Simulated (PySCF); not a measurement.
# CeBr2: other functionals and bases at one geometry

Aim: see how levels, charges and forces of CeBr2 depend on the level of theory. The structure is generated, not taken from experiment.

Method: several levels, as the steps say, no spin–orbit coupling; program: PySCF 2.14.0.

1 further run of the same task is left out (for a known fault of the program).

## (1) Starting geometry

3 atoms, charge 0, spin multiplicity 1.

Bond lengths: Ce1–Br2 2.857 Å, Ce1–Br3 2.857 Å. Angles: Br2–Ce1–Br3 137.8°.

Geometry (Å):

```
Ce    0.00000    0.00000   -0.51792
Br    2.66617    0.00000    0.51010
Br   -2.66617    0.00000    0.51010
```

Formal oxidation states: Ce +2. Each metal's 2 4f electrons lie in its core potential, so multiplicities, spins and levels count the valence alone. For divalent La, Ce, Gd or Lu the extra electron is normally 5d or 6s, so this core forces an excited configuration. An earlier session relaxed this geometry at PBE0, Ce lcecp-0-SVP with ECP48, Br def2-SVP (singlet, point group C2v).

At PBE0 on the finer grid: E = -5173.933758 Eh, frontier levels not given, since the 4f levels lie in the core, Mulliken charge on Ce1 +0.91 e, largest force component 0.005 eV/Å. 

Levels to run: PBE; M06-L; PBE0, TZVP. Hardware: 2 threads of Arm Neoverse V1, shared host.

## (2) PBE

Input file run.py (the lines that set the calculation):

```python
mol = gto.M(atom='''
Ce     0.00000     0.00000    -0.51792
Br     2.66617     0.00000     0.51010
Br    -2.66617     0.00000     0.51010''',
    basis={'Ce': 'lcecp-0-SVP', 'Br': 'def2-SVP'},
    ecp={'Ce': 'lcecp-0-SVP'},
    charge=0, spin=0)
mf = dft.RKS(mol, xc='PBE')
mf.grids.atom_grid = (75, 302)  # f atoms: unpruned, at least (60, 302)
mf = mf.density_fit()  # fitting sets: Ce AutoAux, Br def2-universal-JKFIT
mf.conv_tol = 1e-08; mf.max_cycle = 55
mf.kernel(dm0)  # dm0: the density of the relaxed state
```

Launch:

```console
OMP_NUM_THREADS=2 python run.py
```

## (3) M06-L

run.py (the lines that set the calculation): that of step 2 with these lines changed.

```diff
@@ -7,3 +7,3 @@
     charge=0, spin=0)
-mf = dft.RKS(mol, xc='PBE')
+mf = dft.RKS(mol, xc='M06L')
 mf.grids.atom_grid = (75, 302)  # f atoms: unpruned, at least (60, 302)
```

## (4) PBE0, TZVP

Basis: Ce lcecp-0-TZVP with ECP48, Br def2-TZVP. 

Input file run.py (the lines that set the calculation):

```python
mol = gto.M(atom='''
Ce     0.00000     0.00000    -0.51792
Br     2.66617     0.00000     0.51010
Br    -2.66617     0.00000     0.51010''',
    basis={'Ce': 'lcecp-0-TZVP', 'Br': 'def2-TZVP'},
    ecp={'Ce': 'lcecp-0-TZVP'},
    charge=0, spin=0)
mf = dft.RKS(mol, xc='PBE0')
mf.grids.atom_grid = (75, 302)  # f atoms: unpruned, at least (60, 302)
mf = mf.density_fit()  # fitting sets: Ce AutoAux, Br def2-universal-JKFIT
mf.conv_tol = 1e-08; mf.max_cycle = 55
mf.kernel(dm0)  # dm0: free metal ions and neutral atoms
```

What does the calculation give? Wanted: for each run, charge on Ce1; dipole; largest force.

**Answer**, as computed:

| level | state | charge on Ce1 (e) | dipole (D) | largest force (eV/Å) | basis functions | time |
| --- | --- | --- | --- | --- | --- | --- |
| PBE0 (relaxed here) | singlet | 0.91 | 5.90 | 0.00 | 95 | 11 s |
| PBE | singlet | 0.78 | 5.55 | 0.07 | 95 | 4.4 s |
| M06-L | singlet | 1.00 | 5.97 | 0.20 | 95 | 5.8 s |
| PBE0, TZVP | singlet | 1.22 | 5.98 | 0.04 | 143 | 11 s |

Times are on 2 threads of Arm Neoverse V1, shared host; the first row also made further properties.

The largest leftover force, 0.20 eV/Å with M06-L, stands at a geometry relaxed at another level. The Mulliken charge on Ce spans +0.78 to +1.22 e over the levels. With 4f in the core, its levels are missing from HOMO and gap. Total energies of different levels can't be compared. Spin–orbit coupling is left out throughout.
